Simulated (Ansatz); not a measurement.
Predict the output of the script below (Ansatz's Python interface).

The script, `in3as.py`:
```python
"""Dispersion, smearing and cutoff parts of the energy of In3As."""

import warnings

import ansatz as az
from pymatgen.core import Lattice, Structure
from pymatgen.io.ase import AseAtomsAdaptor

params = {
    "smearing": "Fermi-Dirac",
    "sigma": 0.02,
}

warnings.simplefilter("ignore", az.DeckWarning)

pmg_structure = Structure(
    Lattice([(4.671681, 0.0, 0.0), (0.0, 4.671681, 0.0), (0.0, 0.0, 4.671681)]),
    ["In", "In", "In", "As"],
    [
        (0.0, 0.5, 0.5),
        (0.5, 0.0, 0.5),
        (0.5, 0.5, 0.0),
        (0.0, 0.0, 0.0),
    ],
)
structure = az.Crystal.from_ase(AseAtomsAdaptor.get_atoms(pmg_structure))

calc = (
    structure.calculation()
    .kpoints(4, center="gamma")  # the mesh must be finer for metals
    .occupations(params["smearing"], width=params["sigma"])  # the run then minimises F = E - TS
)
with_term = calc.functional("pbe", dispersion="d3bj").basis(420).cutoff_correction(670).run(threads=1).report
without = calc.functional("pbe").basis(420).run(threads=1).report
finer = calc.functional("pbe").basis(670).run(threads=1).report
removed = az.free_energy_without(with_term, az.EnergyTerm.DISPERSION)
print(f"dispersion term            {with_term['components']['e_disp']:.5f} eV")
print(f"F less dispersion          {removed:.5f} eV, run without it {without['free_energy_ev']:.5f} eV")
print(f"F less smearing term       {az.free_energy_without(without, az.EnergyTerm.SMEARING):.5f} eV")
print(f"estimated gain to 670 eV   {with_term['cutoff_correction']['energy_ev']:.5f} eV, found {finer['free_energy_ev'] - without['free_energy_ev']:.5f} eV")
```

```console
$ python in3as.py
dispersion term            -1.39468 eV
F less dispersion          -21649.31530 eV, run without it -21649.31530 eV
F less smearing term       -21649.30956 eV
estimated gain to 670 eV   -0.00468 eV, found -0.00470 eV
```

Absolute energies stand on the zero of these potentials, so only differences at equal settings mean something. A total without «per atom» is that of the cell as typed. Dispersion corrections can be off by several per cent in the lattices of metals, and by several GPa in the pressure at a fixed cell. For a metal this k-point mesh is coarse: on a finer one energies can move by several to tens of meV an atom and pressures by half a GPa or more, differences at one mesh by less. The structure comes from a database of computed cells and needn't be a stable or known phase. It ran for 7.3 s on 1 thread of Arm Neoverse V1, on a shared host, peak memory 0.52 GiB.

(Lines on the test bed's own set-up are left out of the output.)
